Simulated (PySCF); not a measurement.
# LiTl: changing the method

What do other methods print for LiTl?

Program: PySCF 2.14.0. Level of theory: method and basis as typed in the scripts. These are calculated values, not measurements.

5 further runs of the same task are left out: 1 for a known fault of the program, 4 that didn't finish.

**1. Starting geometry**

LiTl: 2 atoms, charge 0, spin multiplicity 1.

Bond lengths: Li1–Tl2 2.443 Å.

**2. Base script**

The input, input.py:

```python
from pyscf import gto, scf

mol = gto.M(
    atom='Li 0 0 0; Tl 0 0 2.443',
    basis='def2-svp',
    ecp={'Tl': 'def2-svp'},
    charge=0,
    spin=0,
    symmetry=True,
    verbose=4,
)
mf = scf.RHF(mol)
mf.kernel()
mf.dip_moment()
print('orbital energies (hartree):', mf.mo_energy[..., max(0, mol.nelec[1]-3):mol.nelec[0]+3].round(4))
```

Launch:

```
$ OMP_NUM_THREADS=1 python input.py
```

**3. Hcth407 (RKS)**

Run 1 changes functional: none (Hartree–Fock) → hcth407; SCF type: RHF → RKS; step after the SCF: none → analyze.

Changes to input.py since step 2:

```diff
@@ -1,2 +1,2 @@
-from pyscf import gto, scf
+from pyscf import gto, dft
 
@@ -11,4 +11,5 @@
 )
-mf = scf.RHF(mol)
+mf = dft.RKS(mol, xc='hcth407')
 mf.kernel()
+mf.mulliken_pop()
 mf.dip_moment()
```

**4. Wb97x (RKS)**

Run 2 changes functional: none (Hartree–Fock) → wb97x; SCF type: RHF → RKS; step after the SCF: none → analyze.

Changes to input.py since step 2:

```diff
@@ -1,2 +1,2 @@
-from pyscf import gto, scf
+from pyscf import gto, dft
 
@@ -11,4 +11,5 @@
 )
-mf = scf.RHF(mol)
+mf = dft.RKS(mol, xc='wb97x')
 mf.kernel()
+mf.mulliken_pop()
 mf.dip_moment()
```

**5. Revtpss (RKS)**

Run 3 changes functional: none (Hartree–Fock) → revtpss; SCF type: RHF → RKS; step after the SCF: none → analyze.

Changes to input.py since step 2:

```diff
@@ -1,2 +1,2 @@
-from pyscf import gto, scf
+from pyscf import gto, dft
 
@@ -11,4 +11,5 @@
 )
-mf = scf.RHF(mol)
+mf = dft.RKS(mol, xc='revtpss')
 mf.kernel()
+mf.mulliken_pop()
 mf.dip_moment()
```

**6. Slater, (RKS)**

Run 4 changes functional: none (Hartree–Fock) → slater,; SCF type: RHF → RKS; step after the SCF: none → analyze.

Changes to input.py since step 2:

```diff
@@ -1,2 +1,2 @@
-from pyscf import gto, scf
+from pyscf import gto, dft
 
@@ -11,4 +11,5 @@
 )
-mf = scf.RHF(mol)
+mf = dft.RKS(mol, xc='slater,')
 mf.kernel()
+mf.mulliken_pop()
 mf.dip_moment()
```

**7. Frequency run**

Run 5 changes step after the SCF: none → frequency.

Changes to input.py since step 2:

```diff
@@ -1,2 +1,3 @@
 from pyscf import gto, scf
+from pyscf.hessian import thermo
 
@@ -13,2 +14,4 @@
 mf.kernel()
+hess = mf.Hessian().kernel()
+print('wavenumber (cm^-1) =', thermo.harmonic_analysis(mol, hess)['freq_wavenumber'].round(1))
 mf.dip_moment()
```

**8. MP2**

Run 6 changes step after the SCF: none → mp2; frozen orbitals: none → 4.

Changes to input.py since step 2:

```diff
@@ -1,2 +1,2 @@
-from pyscf import gto, scf
+from pyscf import gto, scf, mp
 
@@ -13,2 +13,3 @@
 mf.kernel()
+mp.MP2(mf, frozen=4).kernel()
 mf.dip_moment()
```

What does the calculation give? Wanted: for each run, E(SCF); from base; gap; SCF dipole; after the SCF.

The runs gave:

| run | E(SCF) (hartree) | from base (eV) | cycles | gap (eV) | SCF dipole (D) | after the SCF |
| --- | --- | --- | --- | --- | --- | --- |
| base | -178.919596 | 0 | 9 | 5.13 | 3.39 | n/a |
| hcth407 (RKS) | -180.536703 | not comparable | 11 | 0.31 | 1.50 | n/a |
| wb97x (RKS) | -180.017103 | not comparable | 10 | 5.05 | 3.59 | n/a |
| revtpss (RKS) | -179.824707 | not comparable | 11 | 0.52 | 1.60 | n/a |
| slater, (RKS) (poor choice) | -178.081368 | not comparable | 12 | 0.17 | 1.38 | n/a |
| frequency run | -178.919596 | 0.0000 | 9 | 5.13 | 3.39 | highest mode 536 cm⁻¹ |
| MP2 | -178.919596 | 0.0000 | 9 | 5.13 | 3.39 | MP2 correlation -2.095 eV, core frozen |

What this shows: A lower total energy from another functional means nothing by itself. The dearest run is “frequency run”, at 4 s against 0.67 s. Rows marked «poor choice» come from settings spoiled on purpose.
